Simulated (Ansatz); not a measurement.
# InCl (SMILES [Cl][In]): levels of theory compared

We compute a comparison of 6 runs (UHF/STO-3G, BLYP/STO-3G, PBE/STO-3G, SVWN5/STO-3G, revPBE/STO-3G, RPA@PBE/STO-3G) of InCl. 

Program for the calculation: Ansatz 0.2.0.

34 further runs of the same task are left out: 5 that didn't finish, 29 set aside as unsound or not needed.

### Step 1. The system as given

The species is InCl (2 atoms), meant as a singlet with charge 0. As SMILES, `[Cl][In]`. The In2–Cl1 distance was set to 2.982 Å, away from the relaxed value.

Bond lengths: Cl1–In2 2.982 Å.

### Step 2. A single-point energy at UHF/STO-3G (run 1)

input.yaml reads:

```yaml
crystal:
  periodic: [false, false, false]
  atoms:
    - symbol: Cl
      position_ang: [0.000000, 0.000000, -0.596440]
    - symbol: In
      position_ang: [0.000000, 0.000000, 2.385660]
basis:
  gaussian:
    orbitals: STO-3G
accuracy: high
hamiltonian:
  xc: hf
magnetization:
  spin_polarized: true
```

Started as:

```
$ ansatz run input.yaml --threads 1 --pin off --max-ram 2610MiB --events-out events.jsonl --progress --plain --runs-dir runs
```

The program printed:

```text
Warning: RAYON_NUM_THREADS=1 ignored (pool sized by the plan → 1); use --threads N
Functional definition: HF
  name "HF"
  exchange = exact_x
  correlation = 0
624 factors; integrals over basis functions are off by at most 1.4e-8 eV
mean field evaluation 1: about -167007.5510 eV, gradient 6.4e0 eV
mean field evaluation 2: about -167007.5870 eV, gradient 6.3e0 eV
mean field evaluation 4: about -167008.8269 eV, gradient 2.5e-1 eV
mean field evaluation 8: about -167008.8236 eV, gradient 4.0e-5 eV
mean field evaluation 16: about -167008.3059 eV, gradient 2.5e0 eV
mean field evaluation 32: about -167008.7622 eV, gradient 1.2e0 eV
mean field -167008.82362678 eV, -6137.4610656376 hartree, gradient 1.8e-8 eV, S^2 0.000000; 0 other end points of the search recorded, 0 dependent functions left out
reference -167008.82362678 eV, -6137.4610656376 hartree; 33, 33 occupied and 3, 3 virtual orbitals, 624 factors
Total energy: -167008.82362678 eV, -6137.4610656376 hartree
```

Run time: 0.68 s. Hardware: 1 thread of Arm Neoverse V2, shared host; peak memory 0.11 GiB.

### Step 3. A single-point energy at BLYP/STO-3G (run 2)

job.yaml reads:

```yaml
crystal:
  periodic: [false, false, false]
  atoms:
    - {symbol: Cl, position_ang: [0.000000, 0.000000, -0.596440]}
    - {symbol: In, position_ang: [0.000000, 0.000000, 2.385660]}
basis:
  gaussian: {orbitals: STO-3G}
total_charge: 0
hamiltonian: {xc: {name: BLYP}}
accuracy: high
```

Started as:

```
$ ansatz run job.yaml --threads 1 --pin off --max-ram 2610MiB --events-out events.jsonl --progress --plain --runs-dir runs
```

The program printed:

```text
Warning: RAYON_NUM_THREADS=1 ignored (pool sized by the plan → 1); use --threads N
Functional definition: BLYP
  name "BLYP"
  parameter beta = 0.0042
  parameter a = 0.04918
  parameter b = 0.132
  parameter c = 0.2533
  parameter d = 0.349
  exchange = b88_x(beta = beta)
  correlation = lyp_c(a = a, b = b, c = c, d = d)
624 factors; integrals over basis functions are off by at most 1.4e-8 eV
mean field evaluation 1: about -167071.4421 eV, gradient 1.0e1 eV
mean field evaluation 2: about -166916.0065 eV, gradient 1.3e2 eV
mean field evaluation 4: about -167073.0026 eV, gradient 5.7e0 eV
mean field evaluation 8: about -167073.2232 eV, gradient 9.3e-2 eV
mean field evaluation 16: about -167073.2233 eV, gradient 1.7e-6 eV
mean field -167073.22332962 eV, -6139.8277110652 hartree, gradient 1.4e-8 eV, S^2 0.000000; 0 other end points of the search recorded, 0 dependent functions left out
reference -167073.22336581 eV, -6139.8277123955 hartree; 33, 33 occupied and 3, 3 virtual orbitals, 624 factors
Total energy: -167073.22336581 eV, -6139.8277123955 hartree
```

Wall time 1.2 s (1 thread of Arm Neoverse V2, shared host); peak memory 0.095 GiB.

Runs 3 to 5 aren't shown in full; the table further down has their settings and results.

### Step 4. A single-point energy at RPA@PBE/STO-3G (run 6)

job.yaml, as its differences from that of step 3:

```diff
@@ -7,4 +7,5 @@
   gaussian: {orbitals: STO-3G}
-total_charge: 0
-hamiltonian: {xc: {name: BLYP}}
 accuracy: high
+correlation: {method: rpa, frozen_orbitals: {Cl: 5, In: 18}}
+hamiltonian: {xc: {name: PBE}}
+magnetization: {spin_polarized: false}
```

Started as:

```
$ ansatz run job.yaml --threads 1 --pin off --max-ram 2610MiB --events-out events.jsonl --progress --plain --runs-dir runs
```

The program printed:

```text
Warning: RAYON_NUM_THREADS=1 ignored (pool sized by the plan → 1); use --threads N
Functional definition: PBE
  name "PBE"
  parameter kappa = 0.804
  parameter beta = 0.06672455060314922
  exchange = pbe_x(kappa = kappa, mu = beta*pi^2/3)
  correlation = pbe_c(beta = beta)
624 factors; integrals over basis functions are off by at most 1.4e-8 eV
mean field evaluation 1: about -167054.8361 eV, gradient 1.0e1 eV
mean field evaluation 2: about -167054.8362 eV, gradient 1.0e1 eV
mean field evaluation 4: about -167056.2735 eV, gradient 6.7e0 eV
mean field evaluation 8: about -167056.5888 eV, gradient 8.2e-2 eV
mean field evaluation 16: about -167056.5820 eV, gradient 9.0e-8 eV
mean field -167056.58195807 eV, -6139.2161519409 hartree, gradient 5.1e-8 eV, S^2 0.000000; 0 other end points of the search recorded, 0 dependent functions left out
23 core orbitals not correlated: weight in the atoms' cores, before any rotation towards them, 1.000 or more for the frozen orbitals, at most 0.000 for the correlated occupied ones
reference -167008.31696850 eV, -6137.4424462895 hartree; 10, 10 occupied and 3, 3 virtual orbitals, 624 factors
Total energy: -167010.70873879 eV, -6137.5303422263 hartree
```

It took 1.8 s on 1 thread of Arm Neoverse V2, shared host; peak memory 0.11 GiB.

### Step 5. The series

```csv
run,level,frozen core orbitals,energy (Eh),wall time
1,UHF/STO-3G,–,-6137.461066,0.68 s
2,BLYP/STO-3G,–,-6139.827712,1.2 s
3,PBE/STO-3G,–,-6139.216152,1.3 s
4,SVWN5/STO-3G,–,-6132.873224,0.9 s
5,revPBE/STO-3G,–,-6139.600408,1.2 s
6,RPA@PBE/STO-3G,23,-6137.530342,1.8 s
```

### Step 6. What came out

```
                               quantity           value
                    run 6: total energy  -6137.53034 Eh
run 6: RPA correlation energy (valence)       -87.9 mEh
```

In words: Totals of different functionals can't be ranked against each other. In runs 1, 2, 3, 4, 5, 6 the basis is minimal, so the values are rough. In runs 1, 2, 3, 4, 5, 6 relativity is left out where basis or elements ask for it. All runs together took 7.2 s, the longest 1.8 s.
